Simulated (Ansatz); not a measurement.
# CH7BFN: the cost of one run

Program: Ansatz 0.2.0. Level of theory: RKS B3LYP-D4/6-31G*. These are calculated values, not measurements.

## Step 1: The starting structure

Bond lengths: N2–H3 1.060 Å, N2–H4 1.060 Å, B1–C5 1.600 Å, C5–H6 1.110 Å, C5–H7 1.110 Å, C5–H8 1.110 Å, B1–H9 1.190 Å, B1–F10 1.620 Å, N2–H11 1.148 Å. Angles: H3–N2–H4 120.0°, H3–N2–H11 107.5°, H4–N2–H11 91.6°, B1–C5–H6 109.5°, B1–C5–H7 109.5°, B1–C5–H8 109.5°, H6–C5–H7 109.4°, H6–C5–H8 109.4°, H7–C5–H8 109.4°, C5–B1–H9 120.0°, C5–B1–F10 105.4°, H9–B1–F10 92.8°.

As a file:

```xyz
11

B     0.0000    0.0000    0.0000
N     0.0000    0.0000    1.9000
H    -0.8770   -0.2713    2.4300
H     0.8770    0.2713    2.4300
C     1.3856    0.0000   -0.8000
H     1.7152   -1.0462   -0.9702
H     1.2491    0.5080   -1.7774
H     2.1552    0.5381   -0.2082
H    -1.0305    0.0000   -0.5950
F    -0.2026    1.5239    0.5108
H    -0.1429    1.0745    1.5229
```

## Step 2: A restrained relaxation towards end A

Springs on the bonds that form and break draw the guess towards this end; the thresholds are loose.

Contents of input.yaml:

```yaml
crystal:
  periodic: [false, false, false]
  atoms:
    - { symbol: B, position_ang: [0.0, 0.0, 0.0] }
    - { symbol: "N", position_ang: [0.0, 0.0, 1.9] }
    - { symbol: H, position_ang: [-0.877, -0.2713, 2.43] }
    - { symbol: H, position_ang: [0.877, 0.2713, 2.43] }
    - { symbol: C, position_ang: [1.3856, 0.0, -0.8] }
    - { symbol: H, position_ang: [1.7152, -1.0462, -0.9702] }
    - { symbol: H, position_ang: [1.2491, 0.508, -1.7774] }
    - { symbol: H, position_ang: [2.1552, 0.5381, -0.2082] }
    - { symbol: H, position_ang: [-1.0305, 0.0, -0.595] }
    - { symbol: F, position_ang: [-0.2026, 1.5239, 0.5108] }
    - { symbol: H, position_ang: [-0.1429, 1.0745, 1.5229] }
basis:
  gaussian: { orbitals: "6-31G*" }
hamiltonian:
  xc: b3lyp
  dispersion: d4
relax:
  f_tol: 0.15
  max_steps: 25
  restrain:
    - { distance: [0, 9], at: 2.52, k: 30.0 }
    - { distance: [10, 1], at: 2.26, k: 30.0 }
    - { distance: [0, 1], at: 1.55, k: 30.0 }
    - { distance: [10, 9], at: 0.92, k: 30.0 }
```

Command:

```sh
$ ansatz run input.yaml --threads 1 --pin off --max-ram 2048MiB --backend cpu --events-out ev --progress --plain --runs-dir out
```

What time and memory should one allow on 1 thread of Arm Neoverse V2, shared host?

About 34 s, with a peak of 0.14 GiB.
